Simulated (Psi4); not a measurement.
# CH6O3Sn (SMILES C[Sn](O)(O)O): M06-2X/def2-SVP (core potential)

What is the vertical ionisation energy of CH6O3Sn at M06-2X/def2-SVP (core potential)? 

The calculation is run with Psi4 1.11.

3 further runs of the same task are left out: 2 that didn't finish, 1 set aside as unsound or not needed. Runs told in other sessions of the task aren't counted.

## 1. The structure to begin with

CH6O3Sn has 11 atoms, charge 0, and is taken as a singlet. SMILES: `C[Sn](O)(O)O`. Geometry: relaxed at PBE0-D4/def2-TZVP. This is one conformer, not always the lowest.

Bond lengths: C1–Sn2 2.109 Å, Sn2–O3 1.959 Å, Sn2–O4 1.959 Å, Sn2–O5 1.959 Å, C1–H6 1.089 Å, C1–H7 1.089 Å, C1–H8 1.089 Å, O3–H9 0.961 Å, O4–H10 0.961 Å, O5–H11 0.961 Å. Some angles: C1–Sn2–O3 112.6°, C1–Sn2–O4 112.6°, C1–Sn2–O5 112.6°, O3–Sn2–O4 106.2°, O3–Sn2–O5 106.2°, O4–Sn2–O5 106.2°, Sn2–C1–H6 109.0°, Sn2–C1–H7 109.1°, Sn2–C1–H8 109.0°, Sn2–O3–H9 111.8°.

## 2. The energy at M06-2X/def2-SVP (core potential)

File calc.py:

```python
import psi4

psi4.set_memory(2200000000)
psi4.set_num_threads(1)
psi4.core.set_output_file('psi4.out', False)

geom = psi4.geometry("""
C     -1.634780     0.821450     0.161210
Sn     0.242220    -0.121540    -0.023890
O      0.658370    -1.274060     1.505120
O      1.718000     1.160190    -0.160160
O      0.358560    -1.259930    -1.614460
H     -1.512400     1.751180     0.714920
H     -2.026840     1.031120    -0.832930
H     -2.314250     0.158830     0.695300
H      1.532360    -1.093390     1.861260
H      2.293460     0.964390    -0.904370
H      0.685300    -2.138250    -1.402000
symmetry c1
""")

psi4.set_options({
    'basis': 'def2-SVP',
    'reference': 'rks',
    'puream': True,
    'e_convergence': 1e-09,
    'd_convergence': 1e-08,
    'scf_type': 'pk',
    'dft_radial_points': 99,
    'dft_spherical_points': 590,
})

e_tot, wfn = psi4.energy('m06-2x', return_wfn=True)
psi4.oeprop(wfn, 'DIPOLE', 'LOWDIN_CHARGES', 'QUADRUPOLE')
print(f'total energy {e_tot:.8f} hartree = {e_tot * 27.211386:.5f} eV')
for k, v in sorted(psi4.core.scalar_variables().items()):
    print(f'{k:45s} {v:18.10f}')
```

Launch:

```console
$ python calc.py
```

psi4.out:

```text
[...]
    !!!  WARNING: ECP capability is in beta. Please check occupations closely.  !!!
[...]
  Running in c1 symmetry.
[...]
  Nuclear repulsion =  302.222051701947294
[...]
  Multiplicity = 1
[...]
  Nalpha       = 29
  Nbeta        = 29
[...]
    Number of basis functions: 112
[...]
   @RKS iter   1:  -480.81619953040172   -1.85923e+00   9.98888e-03 DIIS/ADIIS
[...]
   @RKS iter  12:  -481.34147810757929   -2.55795e-12   1.93145e-09 DIIS
[...]
    Orbital Energies [Eh]
    ---------------------
    Doubly Occupied:
       1A    -19.613234     2A    -19.613207     3A    -19.613189
       4A    -10.564632     5A     -5.346734     6A     -3.663357
       7A     -3.663356     8A     -3.660652     9A     -1.195042
      10A     -1.195040    11A     -1.179987    12A     -1.173762
      13A     -1.173761    14A     -1.070599    15A     -1.037643
      16A     -1.037638    17A     -0.789098    18A     -0.592551
      19A     -0.539711    20A     -0.539683    21A     -0.485563
      22A     -0.485557    23A     -0.455170    24A     -0.413942
      25A     -0.403088    26A     -0.403065    27A     -0.371100
      28A     -0.371092    29A     -0.355382
[...]
  @RKS Final Energy:  -481.34147810757929
   => Energetics <=
    Nuclear Repulsion Energy =            302.2220517019472936
    One-Electron Energy =               -1344.6380442100244181
    Two-Electron Energy =                 585.9710476352740898
    DFT Exchange-Correlation Energy =     -24.8965332347762853
    Empirical Dispersion Energy =           0.0000000000000000
    VV10 Nonlocal Energy =                  0.0000000000000000
    Total Energy =                       -481.3414781075792916
[...]
 Multipole Moments:
 ------------------------------------------------------------------------------------
     Multipole            Electronic (a.u.)      Nuclear  (a.u.)        Total (a.u.)
 ------------------------------------------------------------------------------------
 L = 1.  Multiply by 2.5417464519 to convert [e a0] to [Debye]
 Dipole X            :          0.1863308           -0.2015278           -0.0151970
 Dipole Y            :         -0.0909524            0.0980447            0.0070923
 Dipole Z            :         -0.0197460            0.0208691            0.0011232
 Magnitude           :                                                    0.0168081
 L = 2.  Multiply by 1.3450342976 to convert [e a0^2] to [Debye ang]
 Quadrupole XX       :       -249.4523969          217.1842664          -32.2681305
 Quadrupole XY       :         21.3353410          -24.5942047           -3.2588637
[...]
```

On the terminal:

```text
total energy -481.34147811 hartree = -13097.96876 eV
CURRENT ENERGY                                   -481.3414781076
CURRENT REFERENCE ENERGY                         -481.3414781076
DD SOLVATION ENERGY                                 0.0000000000
DFT FUNCTIONAL TOTAL ENERGY                      -481.3414781076
DFT TOTAL ENERGY                                 -481.3414781076
DFT VV10 ENERGY                                     0.0000000000
DFT XC ENERGY                                     -24.8965332348
GRID ELECTRONS ALPHA                               28.9999992698
GRID ELECTRONS BETA                                28.9999992698
GRID ELECTRONS TOTAL                               57.9999985397
NUCLEAR REPULSION ENERGY                          302.2220517019
ONE-ELECTRON ENERGY                             -1344.6380442100
PCM POLARIZATION ENERGY                             0.0000000000
PE ENERGY                                           0.0000000000
SCF ITERATION ENERGY                             -481.3414781076
SCF ITERATIONS                                     12.0000000000
SCF TOTAL ENERGY                                 -481.3414781076
TWO-ELECTRON ENERGY                               585.9710476353
XC GRID RADIAL POINTS                              99.0000000000
XC GRID SPHERICAL POINTS                          590.0000000000
XC GRID TOTAL POINTS                           608727.0000000000
```

It took 86 s on 1 thread of Intel Xeon Platinum 8259CL at 2.50GHz (Skylake/Cascade Lake), shared host; peak memory 0.91 GiB.

## 3. The doublet cation: energy and forces at UM06-2X/def2-SVP (core potential)

File calc.in:

```
memory 2200 mb

molecule system {
  1 2
  C
  Sn 1 2.108701
  O 2 1.959427 1 112.55584
  O 2 1.95942 3 106.2045 1 123.62201
  O 2 1.959434 4 106.1926 3 -112.7706
  H 1 1.089022 2 109.04931 4 -32.86773
  H 1 1.08903 6 109.89108 2 -119.48331
  H 1 1.089035 6 109.88951 7 -121.04142
  H 3 0.960904 2 111.82647 4 -6.31833
  H 4 0.960906 2 111.81589 3 106.52736
  H 5 0.960908 2 111.82382 4 106.52137
  symmetry c1
  no_reorient
  no_com
}

set {
  basis def2-SVP
  reference uks
  puream true
  e_convergence 1e-09
  d_convergence 1e-08
  scf_type pk
  dft_radial_points 99
  dft_spherical_points 590
  maxiter 100
}

E, wfn = gradient('m06-2x', return_wfn=True)
oeprop(wfn, 'MAYER_INDICES', 'LOWDIN_CHARGES', 'QUADRUPOLE', title='M06-2X')
```

Launch:

```console
$ psi4 -n 1 calc.in calc.out
```

calc.out (excerpt; [...] marks lines left out):

```text
[...]
    !!!  WARNING: ECP capability is in beta. Please check occupations closely.  !!!
[...]
  Running in c1 symmetry.
[...]
  Nuclear repulsion =  302.222059264142729
[...]
  Multiplicity = 2
[...]
  Nalpha       = 29
  Nbeta        = 28
[...]
    Number of basis functions: 112
[...]
   @UKS iter   1:  -480.58810227223842   -1.63299e+00   8.07465e-03 DIIS/ADIIS
[...]
   @UKS iter  28:  -480.94585292638300   -9.68612e-11   7.25180e-09 DIIS
[...]
   @S^2 Observed:                7.690687672E-01
[...]
  @UKS Final Energy:  -480.94585292638300
   => Energetics <=
    Nuclear Repulsion Energy =            302.2220592641427288
    One-Electron Energy =               -1331.1525131008938843
    Two-Electron Energy =                 572.6896246623224442
    DFT Exchange-Correlation Energy =     -24.7050237519541973
    Empirical Dispersion Energy =           0.0000000000000000
    VV10 Nonlocal Energy =                  0.0000000000000000
    Total Energy =                       -480.9458529263829405
  UHF NO Occupations:
  HONO-2 :   27  A 1.9972585
  HONO-1 :   28  A 1.9963488
[...]
  -Total Gradient:
     Atom            X                  Y                   Z
    ------   -----------------  -----------------  -----------------
       1        0.000005400044    -0.000001193295     0.033327046586
       2       -0.000015926427     0.000005398261    -0.006877581959
       3       -0.006788469684    -0.000380976062     0.005011511755
       4        0.003070575475     0.006133268627     0.005078917687
       5        0.003804518529    -0.005773815087     0.005080429961
       6        0.009492746118     0.000410875969    -0.005393106832
       7       -0.004384582661    -0.008419348315    -0.005395948497
       8       -0.005097863071     0.008010068500    -0.005399493283
       9        0.009574647129     0.008720670953    -0.008559592504
      10        0.002768673186    -0.012654651089    -0.008567720830
      11       -0.012344259207     0.003919580966    -0.008550052959
[...]
```

Wall time 4.5 min (1 thread of Intel Xeon Platinum 8259CL at 2.50GHz (Skylake/Cascade Lake), shared host); peak memory 0.91 GiB.

## 4. Outcome

Level: M06-2X/def2-SVP (core potential).

```
                                          quantity          value
                     singlet CH6O3Sn: total energy  -481.34148 Eh
                    singlet CH6O3Sn: dipole moment         0.04 D
                      singlet CH6O3Sn: HOMO energy       -9.67 eV
                      singlet CH6O3Sn: LUMO energy        0.65 eV
                    singlet CH6O3Sn: HOMO–LUMO gap       10.32 eV
                      doublet cation: total energy  -480.94585 Eh
doublet cation: HOMO energy (highest over α and β)      -15.33 eV
 doublet cation: LUMO energy (lowest over α and β)      -11.90 eV
                              doublet cation: ⟨S²⟩          0.769
          doublet cation: largest force on an atom     1.714 eV/Å
vertical ionisation energy (to the doublet cation)      10.766 eV
```

The vertical ionisation energy comes to 10.77 eV (1039 kJ/mol). −ε(HOMO) before ionisation, 9.67 eV, is 1.10 eV below this ionisation energy.
